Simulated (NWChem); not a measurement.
# SiH3Br (SMILES [SiH3]Br) at r2SCAN/def2-TZVPP

Aim: the electronic atomisation energy of SiH3Br at r2SCAN/def2-TZVPP, from 4 runs. 

The results are computed with NWChem 7.3.0.

23 further runs of the same task are left out: 23 set aside as unsound or not needed.

### Step 1. The system as given

The species is SiH3Br (5 atoms), meant as a singlet with charge 0. As SMILES, `[SiH3]Br`. The coordinates come from a PBE0-D4/def2-TZVP relaxation.

Bond lengths: Si1–Br2 2.219 Å, Si1–H3 1.481 Å, Si1–H4 1.481 Å, Si1–H5 1.481 Å. Angles: Br2–Si1–H3 108.4°, Br2–Si1–H4 108.4°, Br2–Si1–H5 108.4°, H3–Si1–H4 110.5°, H3–Si1–H5 110.5°, H4–Si1–H5 110.5°.

### Step 2. A single-point energy at r2SCAN/def2-TZVPP (run 1)

brh3si.nw reads:

```
start brh3si
memory total 2200 mb
charge 0

geometry units angstroms noautosym nocenter noautoz
   Si   -0.147420    0.056100   -0.043220
   Br    1.853020   -0.705130    0.543250
   H    -1.064550   -0.105170    1.107850
   H    -0.625550   -0.731350   -1.202270
   H    -0.015510    1.485560   -0.405610
end

basis spherical bse
   * library def2-TZVPP
end

dft
   xc r2scan
   grid fine
   convergence energy 1e-08
   maxiter 100
   mulliken
   print low
end

task dft energy
```

Run with:

```bash
nwchem brh3si.nw > brh3si.out
```

Log:

```text
[...]
 d= 0,ls=0.0,diis     1  -2865.4189156478 -3.02D+03  4.07D-03  7.51D-01     8.3
[...]
 d= 0,ls=0.0,diis     8  -2865.4516276892  3.33D-09  1.64D-06  1.55D-07    53.2
         Total DFT energy =    -2865.451627689153
      One electron energy =    -4286.219504030792
           Coulomb energy =     1383.279582635994
    Exchange-Corr. energy =     -113.341951354887
 Nuclear repulsion energy =      150.830245060533
[...]
      Total Density - Mulliken Population Analysis
     ---------------------------------------------
    Atom       Charge   Shell Charges
 -----------   ------   -------------------------------------------------------
    1 Si  14    13.61   2.01  0.58  1.39  0.89  0.33  4.13  1.69  0.57  1.40  0.28  0.00  0.12  0.19  0.03
    2 Br  35    35.23   2.00  2.01  1.16  0.77  1.04  0.95  6.00  5.93  1.34  2.76  1.23  8.95  1.00  0.05  0.04  0.00
    3 H    1     1.05   0.25  0.55  0.23  0.00  0.02  0.00
    4 H    1     1.05   0.25  0.55  0.23  0.00  0.02  0.00
    5 H    1     1.05   0.25  0.55  0.23  0.00  0.02  0.00
[...]
```

Run time: 54 s. Hardware: 1 thread of Intel Xeon Platinum 8259CL at 2.50GHz (Skylake/Cascade Lake), shared host; peak memory 0.12 GiB.

### Step 3. The Br atom (run 2)

br.nw reads:

```
start br
title "Br energy"
memory stack 880 mb heap 220 mb global 1100 mb

geometry units angstrom noautosym nocenter noautoz
Br     0.000000     0.000000     0.000000
end

basis spherical bse
Br library def2-TZVPP
end

dft
xc r2scan
mult 2
grid fine
convergence energy 1e-08
iterations 100
mulliken
print low
end

task dft
```

Run the same way, it converges to -2574.09258 Eh (log not shown).

Run 3 isn't shown in full; the table further down has it.

### Step 4. The Si atom, same level (run 4)

geom.nw reads:

```
start geom
memory stack 880 mb heap 220 mb global 1100 mb
charge 0
geometry noautosym nocenter noautoz
  Si    0.000000    0.000000    0.000000
end
basis spherical bse
  * library def2-TZVPP
end
dft
  xc r2scan
  mult 3
  grid fine
  convergence energy 1e-08
  maxiter 100
  mulliken
  print low
end
task dft energy
```

Run the same way, it converges to -289.34127 Eh (log not shown).

### Step 5. Overview of the runs

```tsv
run	level	partner	energy (Eh)	wall time
1	r2SCAN/def2-TZVPP	base	-2865.451628	54 s
2	U-r2SCAN/def2-TZVPP	atoms	-2574.092584	9 s
3	U-r2SCAN/def2-TZVPP	atoms	-0.499927	0.89 s
4	U-r2SCAN/def2-TZVPP	atoms	-289.341268	2.9 s
```

### Step 6. Results

Level: r2SCAN/def2-TZVPP.

| quantity | value |
| --- | --- |
| Si atom: total energy | -289.34127 Eh |
| Si atom: ⟨S²⟩ | 2.010 |
| electronic atomisation energy | 14.095 eV |

In words: Taking the molecule apart into free atoms costs 14.10 eV (325 kcal/mol), before zero-point energy and without spin-orbit coupling. All runs together took 67 s, the longest 54 s.
